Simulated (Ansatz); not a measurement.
C2H3NSe, SMILES NC#C[SeH]: an atomisation energy, run with the Python package of Ansatz (0.2.0).

`c2h3nse_tae.py`:
```python
"""Energy to split C2H3NSe into its atoms."""

from collections import Counter

import ansatz as az


def total_energy(molecule, charge=0, unpaired=0):
    calc = molecule.calculation().basis(gaussian="cc-pVDZ").functional("pbe")
    if charge:
        calc = calc.charge(charge)
    if unpaired:
        calc = calc.spin("collinear", total=unpaired)
    return calc.run(threads=1).report["free_energy_ev"]

system = (
    az.Crystal.molecule()
    .atom("N", (-0.0902, 1.1415, 1.246))
    .atom("C", (-0.2033, 0.2597, 0.1842))
    .atom("C", (-0.2849, -0.5317, -0.7325))
    .atom("Se", (-0.2599, -1.7719, -2.1407))
    .atom("H", (0.4802, 2.0172, 1.1386))
    .atom("H", (-0.71, 1.0532, 2.0932))
    .atom("H", (1.1293, -2.236, -1.8344))
)

# Hund ground states
unpaired = {"N": 3, "C": 2, "Se": 2, "H": 1}
counts = Counter(site.symbol for site in system.cartesian_sites)
atom_energy = {s: total_energy(az.Crystal.molecule().atom(s, (0, 0, 0)), 0, unpaired[s]) for s in counts}
whole = total_energy(system, 0, 0)
for s, e in atom_energy.items():
    print(f"{s:2s} x{counts[s]}  {e:14.5f} eV")
print(f"C2H3NSe: {whole:.5f} eV")
split = sum(counts[s] * e for s, e in atom_energy.items()) - whole
print(f"atomisation energy (no zero-point term): {96.485332 * split:.1f} kJ/mol, {split / sum(counts.values()):.3f} eV an atom")
```

What does it cost to take this molecule apart into atoms?

2623.6 kJ/mol from the electronic energies, without the zero-point term.

What the script printed:

`python c2h3nse_tae.py` gives:
```text
N  x1     -1483.48805 eV
C  x2     -1028.27851 eV
Se x1    -65337.17072 eV
H  x3       -13.56836 eV
C2H3NSe: -68945.11213 eV
atomisation energy (no zero-point term): 2623.6 kJ/mol, 3.884 eV an atom
```

Reading the output:
- Total energies depend on the basis set; only differences at equal settings carry meaning.
- The geometry is a force-field or estimated start, not a minimum of this method, and the basis set is short of its limit. All parts are taken at fixed geometry, without zero-point energy.
- This functional overbinds, so such energies come out a few per cent too high (LDA far more).
- The spin-orbit lowering of heavy atoms is left out.
- Finished in 2.7 s on 1 thread of Intel(R) Xeon(R) Processor @ 2.30GHz (shared host), peak memory 0.22 GiB.
